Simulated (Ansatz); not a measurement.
Run this with Ansatz 0.2.0, Python API and show what comes out.

`camg3_camg3.cif`
```cif
data_CaMg3
_cell_length_a 4.753947
_cell_length_b 4.753947
_cell_length_c 4.753947
_cell_angle_alpha 90.00000
_cell_angle_beta 90.00000
_cell_angle_gamma 90.00000
_symmetry_space_group_name_H-M 'P 1'
_symmetry_Int_Tables_number 1
loop_
_symmetry_equiv_pos_as_xyz
'x, y, z'
loop_
_atom_site_label
_atom_site_type_symbol
_atom_site_fract_x
_atom_site_fract_y
_atom_site_fract_z
Ca1 Ca    0.000000    0.000000    0.000000
Mg2 Mg    0.500000    0.500000    0.000000
Mg3 Mg    0.500000    0.000000    0.500000
Mg4 Mg    0.000000    0.500000    0.500000
```

The script, `run_cohesive.py`:
```python
"""Binding of CaMg3 against spin-polarised atoms in a box."""

from collections import Counter
import logging
import sys
import warnings

import ansatz as az
from ase.io import read

logging.basicConfig(stream=sys.stdout, format="%(levelname)s %(message)s")
log = logging.getLogger("camg3")
log.setLevel(logging.INFO)

K_SPACING = 0.15
FILLING = "gaussian"
WIDTH_EV = 0.02


def counts(outcome):
    return Counter(site.symbol for site in outcome.lattice.sites)

UNPAIRED = {"Ca": 0, "Mg": 0}  # unpaired electrons of the free atoms


def compute(name, crystal):
    calc = (
        crystal.calculation()
        .basis(16 * az.Ha)
        .functional(az.Functional.LDA)
        .kpoints(spacing=K_SPACING)
        .occupations(FILLING, width=WIDTH_EV)
    )
    if name.endswith(" atom"):
        calc = calc.kpoints(1, 1, 1).occupations("fermi_dirac", width=0.01)
        if UNPAIRED[name.split()[0]]:
            calc = calc.spin("collinear")
        return calc.run(threads=1, backend="cpu")
    calc = calc.relax(force_tolerance=0.02, max_steps=40, cell=True)
    return calc.run(threads=1, backend="cpu")


def main() -> None:
    warnings.simplefilter("ignore", az.DeckWarning)

    phases = {}
    atoms = read("camg3_camg3.cif")
    camg3 = az.Crystal.from_ase(atoms)
    phases["CaMg3"] = camg3
    # a box with unlike edges lets an open shell break the spherical symmetry
    for element, moment in UNPAIRED.items():
        phases[f"{element} atom"] = az.Lattice.orthorhombic(9.0, 9.5, 10.0).atom(element, (0.5, 0.5, 0.5), moment=moment or None)

    done = {}
    for name, crystal in phases.items():
        done[name] = compute(name, crystal)
        log.info(f"{name}: {done[name].report['energy_sigma0_ev']:.4f} eV, {len(done[name].lattice.sites)} atoms")

    print({element: round(done[f"{element} atom"].report["magnetization_mub"], 2) for element in UNPAIRED}, "muB on the free atoms")
    solid = done["CaMg3"]
    n = counts(solid)
    binding = (sum(k * done[f"{e} atom"].report["energy_sigma0_ev"] for e, k in n.items()) - solid.report["energy_sigma0_ev"]) / sum(n.values())
    log.info(f"cohesive energy {binding:.3f} eV/atom = {96.4853 * binding:.0f} kJ/mol of atoms (no zero-point energy)")


if __name__ == "__main__":
    main()
```

```console
$ python run_cohesive.py
INFO CaMg3: -7477.6149 eV, 4 atoms
INFO Ca atom: -1770.4673 eV, 1 atoms
INFO Mg atom: -1899.8510 eV, 1 atoms
{'Ca': 0.0, 'Mg': 0.0} muB on the free atoms
INFO cohesive energy 1.899 eV/atom = 183 kJ/mol of atoms (no zero-point energy)
```

Notes:
- Absolute energies stand on the zero of these potentials, so only differences at equal settings mean something.
- Other magnetic orders than the one started from may lie lower.
- For the metals among these phases the mesh is modest: differences between phases can be off by up to 40 meV an atom.
- The cells come from databases of deposited and of computed structures, and not all need be stable phases.
- Free atoms in a box carry small image and symmetry errors, and spin-orbit coupling is left out.
- Finished in 18 s on 1 thread of Arm Neoverse V1, on a shared host, peak memory 0.6 GiB.
